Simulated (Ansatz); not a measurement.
# C6H16O4Zr: the cost of one run

The runs use Ansatz 0.2.0, Gaussian basis; one geometry, several basis sets.

Plan: PBE0-D4/def2-SVP; ωB97M-V/def2-SVP; PBE0-D4/def2-QZVPP; ωB97M-V/def2-QZVPP; the functionals' def2-TZVPP values are taken from earlier runs.

### 1 The relaxed structure

All runs share one geometry, relaxed beforehand with PBE0-D4 in a triple-zeta def2 set. Zr takes the def2 core potential; no spin-orbit term is included.

SMILES `CC[O][Zr]([OH])([O]CC)[O]CC`, 27 atoms, charge 0, spin multiplicity 1.

Atoms are counted from 1 here; the program's logs count them from 0.

Bond lengths: C1–C2 1.514 Å, C1–H12 1.093 Å, C1–H13 1.093 Å, C1–H14 1.092 Å, C2–O3 1.390 Å, C2–H15 1.098 Å, C2–H16 1.098 Å, O3–Zr4 1.924 Å, Zr4–O5 1.937 Å, Zr4–O6 1.926 Å, Zr4–O9 1.927 Å, O5–H17 0.951 Å, O6–C7 1.390 Å, C7–C8 1.514 Å, C7–H18 1.098 Å, C7–H19 1.098 Å, C8–H20 1.092 Å, C8–H21 1.093 Å and more. Angles: C2–C1–H12 110.5°, C2–C1–H13 110.6°, C2–C1–H14 110.6°, H12–C1–H13 108.4°, H12–C1–H14 108.2°, H13–C1–H14 108.4°, C1–C2–O3 111.6°, C1–C2–H15 109.9°, C1–C2–H16 109.9°, O3–C2–H15 109.2°, O3–C2–H16 109.1°, H15–C2–H16 107.0°, C2–O3–Zr4 174.6°, O3–Zr4–O5 109.8°, O3–Zr4–O6 108.7°, O3–Zr4–O9 108.4°, O5–Zr4–O6 110.3°, O5–Zr4–O9 110.6° and more.

### 2 PBE0-D4 in def2-SVP

in.yaml

```yaml
crystal:
  periodic: [false, false, false]
  atoms:
    - {symbol: C, position_ang: [-2.647103, 1.072739, 1.344147]}
    - {symbol: C, position_ang: [-2.188994, -0.361363, 1.501242]}
    - {symbol: O, position_ang: [-0.838002, -0.502136, 1.207590]}
    - {symbol: Zr, position_ang: [1.033162, -0.519514, 0.759417]}
    - {symbol: O, position_ang: [2.075925, -1.020550, 2.313346]}
    - {symbol: O, position_ang: [1.539529, 1.236377, 0.151465]}
    - {symbol: C, position_ang: [1.768122, 2.528987, -0.304486]}
    - {symbol: C, position_ang: [0.481735, 3.320848, -0.403384]}
    - {symbol: O, position_ang: [1.304070, -1.777861, -0.674758]}
    - {symbol: C, position_ang: [1.239476, -2.695151, -1.716840]}
    - {symbol: C, position_ang: [-0.184466, -3.133106, -1.988018]}
    - {symbol: H, position_ang: [-2.089619, 1.729110, 2.016417]}
    - {symbol: H, position_ang: [-3.711275, 1.164139, 1.577243]}
    - {symbol: H, position_ang: [-2.487168, 1.417577, 0.320008]}
    - {symbol: H, position_ang: [-2.372487, -0.702090, 2.528801]}
    - {symbol: H, position_ang: [-2.771758, -1.014729, 0.838208]}
    - {symbol: H, position_ang: [2.669931, -1.311758, 2.996036]}
    - {symbol: H, position_ang: [2.256187, 2.484878, -1.287204]}
    - {symbol: H, position_ang: [2.465760, 3.033754, 0.376889]}
    - {symbol: H, position_ang: [-0.004237, 3.387510, 0.572641]}
    - {symbol: H, position_ang: [0.680684, 4.334895, -0.760205]}
    - {symbol: H, position_ang: [-0.211808, 2.841264, -1.098130]}
    - {symbol: H, position_ang: [1.671275, -2.245623, -2.621028]}
    - {symbol: H, position_ang: [1.857719, -3.567679, -1.467175]}
    - {symbol: H, position_ang: [-0.804428, -2.275692, -2.260959]}
    - {symbol: H, position_ang: [-0.618057, -3.599166, -1.099949]}
    - {symbol: H, position_ang: [-0.215871, -3.855958, -2.807614]}
basis:
  gaussian: {orbitals: def2-SVP}
hamiltonian: {xc: pbe0, dispersion: d4}
output: {orbitals: {seedname: orbitals}}
```

The run is started by

```console
$ ansatz run in.yaml --threads 11 --pin off --events-out ev --progress --plain --max-ram 166912MiB --backend cpu
```

What time and memory should one allow on 11 threads of AMD EPYC 7R13, shared host?

About 3.7 s, with a peak of 1.4 GiB.
